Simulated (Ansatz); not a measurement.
# Si: the cost of one run

Program: Ansatz 0.2.0. Level of theory: DFT LDA, scalar-relativistic, plane waves, PAW. These are calculated values, not measurements.

1 further run of the same task is left out (it didn't finish).

### Step 1. The starting structure

Symmetry: I4_1/amd, No. 141, tetragonal system. The conventional cell has a = 4.765 Å, b = 4.765 Å, c = 2.611 Å, α = 90.00°, β = 90.00°, γ = 90.00°. Around Si (site symmetry -4m2) lie 6 Si at 2.47 to 2.61 Å.

Structure file:

```xyz
2
Lattice="-2.3824 2.3824 1.3053 2.3824 -2.3824 1.3053 2.3824 2.3824 -1.3053" Properties=species:S:1:pos:R:3 pbc="T T T"
Si    2.3824    0.0000    0.6526
Si    0.0000    0.0000    1.3053
```

It goes back to an entry of the Materials Project, which need not be the stable form.

It is the result of an earlier relaxation at this level (volume 14.82 Å³/atom; gap on the mesh: none (metal)).

### Step 2. The reference: the undisturbed cell on the scan's mesh

Contents of input.yaml:

```yaml
crystal:
  lattice:
    - [-2.3824154563, 2.3824154563, 1.3052992317]
    - [2.3824154563, -2.3824154563, 1.3052992317]
    - [2.3824154563, 2.3824154563, -1.3052992317]
  atoms:
    - { symbol: Si, position: [0.25, 0.75, 0.5] }
    - { symbol: Si, position: [0.5, 0.5, 0.0] }
basis:
  ecutwfc: 420
kpoints:
  mp_grid: { grid: [26, 26, 26] }
hamiltonian:
  xc: lda
scf:
  occupations: { method: gaussian, width: 0.15 }
output:
  forces: true
  stress: true
  eigenvalues: true
  write_density: true
  write_potential: true
  elf: true
  volumetric_format: npy
```

On the command line:

```bash
ansatz run input.yaml --threads 1 --pin off --max-ram 2560MiB --backend cpu --events-out ev --progress --plain --runs-dir out
```

Q: Estimate wall time and peak memory on 1 thread of Intel Xeon at 2.50GHz (Skylake/Cascade Lake), shared host.

About 67 s, with a peak of 0.62 GiB.
